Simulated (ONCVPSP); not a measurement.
# An ONCV potential for aluminium, from input to tests

Task: generate the file, and judge it by its errors in other configurations, its logarithmic derivatives, its ghosts and its cutoff.

Program: ONCVPSP 4.0.1. Reference atom: PBEsol, scalar-relativistic, spherical and spin-unpolarised. All values are calculated.

**1. The atom and the settings**

The settings as typed:

```
element                 : aluminium (Al, Z = 13)
type                    : optimised norm-conserving Vanderbilt (ONCV)
frozen core             : [Ne]
valence charge          : 3
reference configuration : 3s1 3p2
partial waves           : 3s: rc 1.65 bohr, ncon 5, nbas 8, qcut 4.8 1/bohr, 2 projectors, debl 1 Ha; 3p: rc 2.50 bohr, ncon 3, nbas 7, qcut 3.7 1/bohr, 2 projectors, debl 1.6 Ha
local potential         : polynomial inside 1.65 bohr (lpopt 5, dvloc0 4 Ha)
core correction         : Teter function, fcfact 4, rcfact 1.25
```

The nodes and maxima of the atom's own shells, from an earlier all-electron run, set the scale for the radii.

All-electron outer shells of the reference configuration (PBEsol, scalar-relativistic, ld1.x):

```json
{"shell": "2s", "level (eV)": "-109.67", "outermost node (bohr)": "0.16", "outermost maximum (bohr)": "0.50"}
{"shell": "2p", "level (eV)": "-71.35", "outermost node (bohr)": "–", "outermost maximum (bohr)": "0.43"}
{"shell": "3s", "level (eV)": "-8.53", "outermost node (bohr)": "0.80", "outermost maximum (bohr)": "2.06"}
{"shell": "3p", "level (eV)": "-3.32", "outermost node (bohr)": "0.81", "outermost maximum (bohr)": "2.58"}
```

**2. Generating the potential**

The input, Al.dat:

```
# ATOM AND REFERENCE CONFIGURATION
# atsym  z   nc   nv     iexc    psfile
  Al 13.00    3    2  -116133      upf
#
#   n    l    f
    1    0    2.00
    2    0    2.00
    2    1    6.00
    3    0    1.00
    3    1    2.00
#
# PSEUDOPOTENTIAL AND OPTIMIZATION
# lmax
    1
#
#   l,   rc,      ep,       ncon, nbas, qcut
    0    1.65    0.00    5    8    4.80
    1    2.50    0.00    3    7    3.70
#
# LOCAL POTENTIAL
# lloc, lpopt,  rc(5),   dvloc0
    4    5    1.65    4.00
#
# VANDERBILT-KLEINMAN-BYLANDER PROJECTORs
# l, nproj, debl
    0    2    1.00
    1    2    1.60
#
# MODEL CORE CHARGE
# icmod, fcfact, rcfact
    3    4.00    1.25
#
# LOG DERIVATIVE ANALYSIS
# epsh1, epsh2, depsh
   -2.00    5.00    0.02
#
# OUTPUT GRID
# rlmax, drl
    6.00    0.01
#
# TEST CONFIGURATIONS
# ncnf
    4
# nvcnf
#   n    l    f
    2
    3    0    2.00
    3    1    1.00
#
    2
    3    0    2.00
    3    1    0.00
#
    2
    3    0    1.00
    3    1    0.00
#
    2
    3    0    1.00
    3    1    1.00
#
```

The run is started by

```
$ oncvpsp.x < Al.dat > Al.out
```

Q: Predict the outcome of this session. Wanted: cutoffs for 1 and 0.1 mHa per electron, occupied waves; bound ghosts; GHOST(+) flags; largest test error; largest phase difference near zero energy, channels read; rms error of d²Exc/dn², without and with the model core.

**Answer**, as computed:

| quantity | value |
| --- | --- |
| cutoffs for 1 and 0.1 mHa per electron, occupied waves | 14 Ha and 53 Ha |
| bound ghosts | s at -78.91 eV |
| GHOST(+) flags | none at low energy |
| largest test error (AE − PS) | -9.5 meV, for 3s1 3p0 |
| largest phase difference near zero energy, channels read | 0.001 rad |
| rms error of d²Exc/dn², without and with the model core | 2.40 and 0.15 mHa |

It has a bound ghost (s), a state that the atom doesn't have, and that rules the file out. By total energies transferability is good: the largest error is 9.5 meV on 19.8 eV, for 3s1 3p0. Atomic tests can pass in spite of a ghost, since they solve only for the levels asked. The potential is soft on the atom at that tolerance: the looser tolerance needs 14 Ha. The tighter tolerance needs 53 Ha, and converged work needs a cutoff nearer that. At the looser tolerance the 3s wave is the slowest; 3p needs 2 Ha. Near zero energy the phases of the channels with partial waves agree within 0.001 rad.
